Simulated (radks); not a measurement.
# Valence configurations of Ho⁺

One table from this session's results is given with a row withheld; the runs are named, their logs left out.

Method: scalar-relativistic Kohn-Sham, PBEsol, spin-polarised, spherical densities, finite nucleus; open shells are filled with parallel spins first. Code: radks (a radial shooting solver on a logarithmic mesh, Libxc functionals) version 1.

**The atom as given**

- element: holmium (Z = 67)
- charge: +1
- electrons: 66
- configuration: [Xe] 4f11 6s1
- nuclear rms radius: 5.2022 fm
- others tried: 4f10 6s2; 4f10 6s1 6p1; 4f11 5d1; 4f11 5d0.5 6s0.5; 4f9.5 5d0.5 6s2; 4f11 6p1; 4f10 5d1 6s1; 4f10.5 5d0.5 6s1; 4f8 6s2 6p2

Outer shells as boxes (Hund's rule):

Ho⁺
```
[Xe] core
4f [↑↓][↑↓][↑↓][↑↓][↑ ][↑ ][↑ ]
6s [↑ ]
```

The first run:

Input:

```text
Z 67
configuration [Xe] 4f11 6s1
relativity scalar-relativistic
functional pbe_sol,pbe_sol
spin polarised
nucleus finite rms 5.2022 fm
c 137.035999084
```

Command:

```
> python run_ks.py task.json out
```

The same process makes all the runs of this session.

Steps of the session up to this table: [Xe] 4f11 6s1.

One table of the session follows, with a row left open; its other results are not shown here.

It belongs to the step «[Xe] 4f11 6s1». Radial moments (bohr):

| level | <r> | outermost maximum (interpolated) | 90 % within | nodes |
| --- | --- | --- | --- | --- |
| 5s up | 1.273 | 1.13 | 1.84 | 4 |
| 5s down | 1.280 | 1.14 | 1.85 | 4 |
| 5p up | 1.514 | 1.30 | 2.24 | 3 |
| 5p down | 1.522 | 1.30 | 2.25 | 3 |
| 4f up | ? | ? | ? | ? |
| 6s up | 3.621 | 3.19 | 5.25 | 5 |
| 4f down | 0.8638 | 0.524 | 1.53 | 0 |
| 6s down | 3.620 | 3.19 | 5.26 | 5 |

Estimate the missing values for 4f up.

As computed: <r>: 0.8399; outermost maximum (interpolated): 0.523; 90 % within: 1.47; nodes: 0. In the column «<r>» it is the lowest.
